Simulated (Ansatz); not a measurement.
Run this with Ansatz 0.2.0, Python API and show what comes out.

`run_relaxed_scan.py`
```python
"""Relaxed scan of one distance in CH4SiTe."""

from dataclasses import dataclass
import logging
import sys

import ansatz as az
import numpy as np

logging.basicConfig(stream=sys.stdout, format="%(levelname)s:%(name)s:%(message)s")
log = logging.getLogger("ansatz_job")
log.setLevel(logging.INFO)


@dataclass
class Options:
    basis: str = "def2-SVP"
    xc: str = "pbe0"
    dispersion: str = "d3bj"


cfg = Options()


def main() -> None:
    molecule = (
        az.Crystal.molecule()
        .atom("C", [-0.6162, -0.4098, -0.4656])
        .atom("Si", [0.6544, 0.5366, 0.4033])
        .atom("Te", [0.0342, -1.8924, 0.8047])
        .atom("H", [-0.3673, -0.5257, -1.5541])
        .atom("H", [-1.6828, -0.0159, -0.2437])
        .atom("H", [0.1477, 1.4906, 1.4164])
        .atom("H", [1.8913, 0.7485, -0.4068])
    )

    setup = (
        molecule.calculation()
        .basis(gaussian=cfg.basis)
        .functional(cfg.xc, dispersion=cfg.dispersion)
    )
    symbols = [site.symbol for site in molecule.cartesian_sites]
    pairs = [(0, 1), (0, 2), (0, 3), (0, 4), (1, 2), (1, 5)]
    print("held (A)   E (eV)        ", "  ".join(f"{symbols[i]}{i}-{symbols[j]}{j}" for i, j in pairs))
    for length in [1.03, 1.12, 1.21, 1.35, 1.52]:
        r = setup.relax(constraints=[az.DistanceConstraint((0, 3), at=length)], force_tolerance=0.02, max_steps=60).run(threads=1).report
        xyz = np.array(r["positions_ang"])
        print(f"{length:6.2f} {r['free_energy_ev']:14.5f}  ", "  ".join(f"{np.linalg.norm(xyz[i] - xyz[j]):.3f}" for i, j in pairs))


if __name__ == "__main__":
    main()
```

```console
$ python run_relaxed_scan.py
held (A)   E (eV)         C0-Si1  C0-Te2  C0-H3  C0-H4  Si1-Te2  Si1-H5
DeckWarning: relax.constraints: the input's atoms, or those drawn, lie off the distances that are held; a relaxation that starts there is brought onto them ahead of its first SCF, by positions alone, [...]
  1.03   -16265.05519   1.853  2.246  1.030  1.095  2.450  1.487
  1.12   -16265.12966   1.852  2.243  1.120  1.095  2.450  1.487
  1.21   -16264.95479   1.851  2.239  1.210  1.095  2.451  1.486
  1.35   -16264.42789   1.849  2.230  1.350  1.095  2.453  1.487
  1.52   -16263.64638   1.846  2.213  1.520  1.094  2.457  1.487
```
(Warnings from the package without file and line, shortened, repeats left out.)

What to keep in mind:
- Total energies depend on the basis set; only differences at equal settings carry meaning.
- The energies are electronic: no zero-point or thermal terms, and the basis set is short of its limit.
- def2 sets replace the cores of elements past krypton by effective core potentials.
- It ran for 2.1 min on 1 thread of Arm Neoverse V2, on a shared host, peak memory 0.24 GiB.
